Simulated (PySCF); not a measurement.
# ClO3Re (Re(O)3(Cl)-): the cost of one run

Program: PySCF 2.14.0. Level of theory: PBE, Re def2-SVP with ECP60, O def2-SVP, Cl def2-SVP; scalar-relativistic core potentials, no spin–orbit coupling. These are calculated values, not measurements.

2 further runs of the same task are left out: 2 for a known fault of the program.

### Step 1. Where the work starts

5 atoms, charge -1, spin multiplicity 2.

Bond lengths: Re1–O2 1.746 Å, Re1–O3 1.753 Å, Re1–O4 1.753 Å, Re1–Cl5 2.432 Å. Angles: O2–Re1–O3 107.7°, O2–Re1–O4 107.7°, O2–Re1–Cl5 132.5°, O3–Re1–O4 120.8°, O3–Re1–Cl5 94.6°, O4–Re1–Cl5 94.7°.

Coordinates:

```xyz
5

Re    0.1641   -0.0263    0.2121
O     1.3061    0.6274    1.3591
O    -1.1034   -0.8283    1.1198
O     1.0734   -0.8872   -1.0148
Cl   -1.3599    1.0192   -1.3688
```

Formal oxidation states: Re +6. An earlier session relaxed this geometry at PBE, Re def2-SVP with ECP60, O def2-SVP, Cl def2-SVP (doublet, point group Cs).

Its energy there is -763.713147 Eh.

### Step 2. Atoms moved at random, σ = 0.1 Å

The input, run.py (the lines that set the calculation):

```python
mol = gto.M(atom='''
Re     0.11068    -0.19055     0.25169
O      1.24546     0.57595     1.36664
O     -1.05924    -0.70813     1.02259
O      1.13365    -0.87372    -0.98398
Cl    -1.35032     1.10127    -1.34950''',
    basis={'Re': 'def2-SVP', 'O': 'def2-SVP', 'Cl': 'def2-SVP'},
    ecp={'Re': 'def2-SVP'},
    charge=-1, spin=1)
mf = dft.UKS(mol, xc='PBE')
mf.grids.atom_grid = (50, 194)
mf = mf.density_fit()  # fitting sets: Re def2-universal-JKFIT, O def2-universal-JKFIT, Cl def2-universal-JKFIT
mf.conv_tol = 1e-08; mf.max_cycle = 55
mf.kernel(dm0)  # dm0: the density of the relaxed state
```

Command:

```console
OMP_NUM_THREADS=2 python run.py
```

**Question.** How long does this run take on 2 threads of Arm Neoverse V1, shared host?

About 4.2 s.
